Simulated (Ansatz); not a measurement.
# Mg (Mg (0001), 6 layers): a single-point run

Aim: a sound single-point run of Mg (Mg (0001), 6 layers). The structure is shown as the input types it.

Program: Ansatz 0.2.0. Level of theory: DFT, PBE, all-electron PAW with datasets made for the crystal, scalar-relativistic. These are calculated values, not measurements.

### Step 1. The starting structure

The structure is trigonal, space group P-3m1 (No. 164). Conventional cell: a = 6.047 Å, b = 6.047 Å, c = 54.700 Å, α = 90.00°, β = 90.00°, γ = 120.00°.

As a file:

```
CELL_PARAMETERS angstrom
6.04688 0.00000 0.00000
-3.02344 5.23675 0.00000
0.00000 0.00000 54.70001
ATOMIC_POSITIONS crystal
Mg 0.83333 0.16667 0.27579
Mg 0.16667 0.83333 0.36662
Mg 0.83333 0.16667 0.45556
Mg 0.16667 0.83333 0.54444
Mg 0.83333 0.16667 0.63338
Mg 0.16667 0.83333 0.72421
```

### Step 2. The run

Contents of input.yaml:

```yaml
crystal:
  lattice:
    - [6.04688162, 0.0, 0.0]
    - [-3.02344081, 5.23675309, 0.0]
    - [0.0, 0.0, 54.70001169]
  atoms:
    - { symbol: Mg, position: [0.8333333333, 0.1666666667, 0.2757942072] }
    - { symbol: Mg, position: [0.1666666667, 0.8333333333, 0.3666220642] }
    - { symbol: Mg, position: [0.8333333333, 0.1666666667, 0.4555626034] }
    - { symbol: Mg, position: [0.1666666667, 0.8333333333, 0.5444373989] }
    - { symbol: Mg, position: [0.8333333333, 0.1666666667, 0.6333779341] }
    - { symbol: Mg, position: [0.1666666667, 0.8333333333, 0.7242057923] }
kpoints:
  mp_grid: { grid: [12, 12, 1] }
scf:
  occupations: { method: fermi_dirac, width: 0.05 }
  max_iter: 50
hamiltonian:
  xc: pbe
  pseudopotentials: { kind: all_electron, datasets: crystal }
output:
  forces: true
  stress: true
  eigenvalues: true
efield:
  axis: 3
  amplitude: 0
  dipole_correction: true
```

On the command line:

```console
$ ansatz run input.yaml --threads 2 --pin off --max-ram 5120MiB --backend cpu --events-out ev --progress --plain --runs-dir out
```

Q: Will this input give a usable result? If not, why, and what should change?

This run ends as converged, with warnings (crystal datasets made). That alone doesn't make the input a sound one.

Lengths in bohr were typed where ångström are read, so every distance is 1.89 times too long and the bonds are broken. The shortest distance in the input is 5.99 Å, between atoms 3 (Mg) and 4 (Mg).

Remedy: convert the lengths to the unit that the input reads.
